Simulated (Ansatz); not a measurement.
# Cu3RhN4: the cost of one run

Computed with Ansatz 0.2.0 (DFT PBE, scalar-relativistic, plane waves, PAW, unless a step names another level, unless a step's input says otherwise).

5 further runs of the same task are left out: 4 that didn't finish, 1 set aside as unsound or not needed.

**1. The structure to begin with**

Symmetry: Immm, No. 71, orthorhombic system. Conventional cell: a = 3.737 Å, b = 6.283 Å, c = 9.103 Å, α = 90.00°, β = 90.00°, γ = 90.00°. Around Cu (site symmetry mm2) lie 1 Cu at 2.49 Å and 4 N at 2.68 Å and 2 Rh at 2.78 Å. Cu (site symmetry mmm) has 4 N at 1.99 Å as nearest neighbours. Rh (site symmetry mmm) is surrounded by 4 N at 2.04 Å. N (site symmetry m) is surrounded by 1 N at 1.21 Å.

As a file:

```
CELL_PARAMETERS angstrom
-1.86851 3.14130 4.55145
1.86851 -3.14130 4.55145
1.86851 3.14130 -4.55145
ATOMIC_POSITIONS crystal
Cu 0.22658 0.22658 0.00000
Cu 0.77342 0.77342 0.00000
Cu 0.50000 0.50000 0.00000
Rh 0.00000 0.50000 0.50000
N 0.25458 0.16216 0.41674
N 0.74542 0.83784 0.58326
N 0.74542 0.16216 0.90758
N 0.25458 0.83784 0.09242
```

It came out lowest among 20 distinct ends of the trial cells. At a tolerance of 0.05 Å it has space group Immm (No. 71).

**2. Tight relaxation for the response runs, on the response runs' mesh and smearing**

Input file input.yaml:

```yaml
crystal:
  lattice:
    - [-1.8685081361, 3.1412961206, 4.5514541228]
    - [1.8685081361, -3.1412961206, 4.5514541228]
    - [1.8685081361, 3.1412961206, -4.5514541228]
  atoms:
    - { symbol: Cu, position: [0.2265838767, 0.2265838767, 0.0] }
    - { symbol: Cu, position: [0.7734161233, 0.7734161233, 0.0] }
    - { symbol: Cu, position: [0.5, 0.5, 0.0] }
    - { symbol: Rh, position: [0.0, 0.5, 0.5] }
    - { symbol: "N", position: [0.2545786675, 0.162160009, 0.4167386765] }
    - { symbol: "N", position: [0.7454213325, 0.837839991, 0.5832613235] }
    - { symbol: "N", position: [0.7454213325, 0.162160009, 0.9075813415] }
    - { symbol: "N", position: [0.2545786675, 0.837839991, 0.0924186585] }
basis:
  ecutwfc: 420
kpoints:
  mp_grid: { grid: [10, 10, 10] }
hamiltonian:
  xc: pbe
scf:
  occupations: { method: gaussian, width: 0.1 }
output:
  forces: true
  stress: true
  eigenvalues: true
relax:
  adjacent_minimum: "off"
  f_tol: 0.001
  max_steps: 60
  cell: { stress_tol: 0.01 }
```

On the command line:

```bash
> ansatz run input.yaml --threads 3 --pin off --max-ram 7680MiB --backend cpu --events-out ev --progress --plain --runs-dir out
```

What time and memory should one allow on 3 threads of Arm Neoverse V1, shared host?

About 3.2 min, with a peak of 0.99 GiB.
